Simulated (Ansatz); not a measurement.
# Br: the cost of one run

Method: DFT PBE+D3(BJ), scalar-relativistic, plane waves, PAW, in Ansatz 0.2.0.

1 further run of the same task is left out (it didn't finish).

### Step 1. The structure to begin with

The structure is orthorhombic, space group Cmce (No. 64). The conventional cell has a = 6.726 Å, b = 4.645 Å, c = 8.702 Å, α = 90.00°, β = 90.00°, γ = 90.00°. Around Br (site symmetry m) lie 1 Br at 2.29 Å.

As a file:

```
CELL_PARAMETERS angstrom
3.36325 -2.32255 0.00000
3.36325 2.32255 0.00000
0.00000 0.00000 8.70230
ATOMIC_POSITIONS crystal
Br 0.86510 0.13490 0.10990
Br 0.63490 0.36510 0.60990
Br 0.13490 0.86510 0.89010
Br 0.36510 0.63490 0.39010
```

Source of the structure: the Crystallography Open Database.

(A quick probe on a coarse mesh, which set the mesh and smearing, is not shown.)

### Step 3. Rough relaxation on the coarse mesh

File input.yaml:

```yaml
crystal:
  lattice:
    - [3.36325, -2.32255, 0.0]
    - [3.36325, 2.32255, 0.0]
    - [0.0, 0.0, 8.7023]
  atoms:
    - { symbol: Br, position: [0.8651, 0.1349, 0.1099] }
    - { symbol: Br, position: [0.6349, 0.3651, 0.6099] }
    - { symbol: Br, position: [0.1349, 0.8651, 0.8901] }
    - { symbol: Br, position: [0.3651, 0.6349, 0.3901] }
basis:
  ecutwfc: 420
kpoints:
  mp_grid: { grid: [6, 6, 4] }
hamiltonian:
  xc: pbe
  dispersion: d3bj
scf:
  occupations: { method: gaussian, width: 0.1 }
output:
  forces: true
  stress: true
  eigenvalues: true
relax:
  adjacent_minimum: "off"
  f_tol: 0.05
  max_steps: 80
  cell: { stress_tol: 0.5 }
```

Run with:

```console
ansatz run input.yaml --threads 1 --pin off --max-ram 2560MiB --backend cpu --events-out ev --progress --plain --runs-dir out
```

What time and memory should one allow on 1 thread of Arm Neoverse V2, shared host?

About 34 s, with a peak of 0.38 GiB.
